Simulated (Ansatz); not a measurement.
**CsBa3 under changes of volume**

One of the cells (71.171 Å³/atom); the others are scaled copies at fixed shape and fractional positions:

```
Ba Cs
1.0
     0.00000    5.22128    5.22128
     5.22128    0.00000    5.22128
     5.22128    5.22128    0.00000
Ba Cs
3 1
Direct
  0.50000 0.50000 0.50000
  0.75000 0.75000 0.75000
  0.25000 0.25000 0.25000
  0.00000 0.00000 0.00000
```

The cell comes from a database or a generator and needn't be the stable form of this composition.

* Program: Ansatz 0.2.0
* Functional: PBE
* Potentials or basis: Ansatz PAW
* Cutoff: 420 eV (not typed: the program's choice for these potentials)
* k mesh: 5 × 5 × 5
* Occupations: fermi-dirac, width 0.05 eV
* Spin: no spin polarisation

```tsv
volume (Å³/atom)	energy over the lowest point (meV/atom)	pressure (GPa)
66.901	6.31	0.5
68.324	?	?
69.747	0.87	0.2
71.171	0.00	0.0
72.594	0.23	-0.1
74.018	1.47	-0.2
75.441	3.63	-0.3
```

Question: What does the run at 68.324 Å³/atom give?

Answer: Energy over the lowest point 2.94 meV/atom; pressure 0.3 GPa.

Worked out: A Birch-Murnaghan fit of order 3 (a polynomial in V^(-2/3)) to the other rows has its minimum at 71.57 Å³/atom with B0 = V·E''(V) = 6.1 GPa and B' = 3.4. It gives 2.94 meV/atom at 68.324 Å³/atom, against the run's 2.94, and -dE/dV = 0.3 GPa, against 0.3.

Energies are extrapolated to zero smearing.
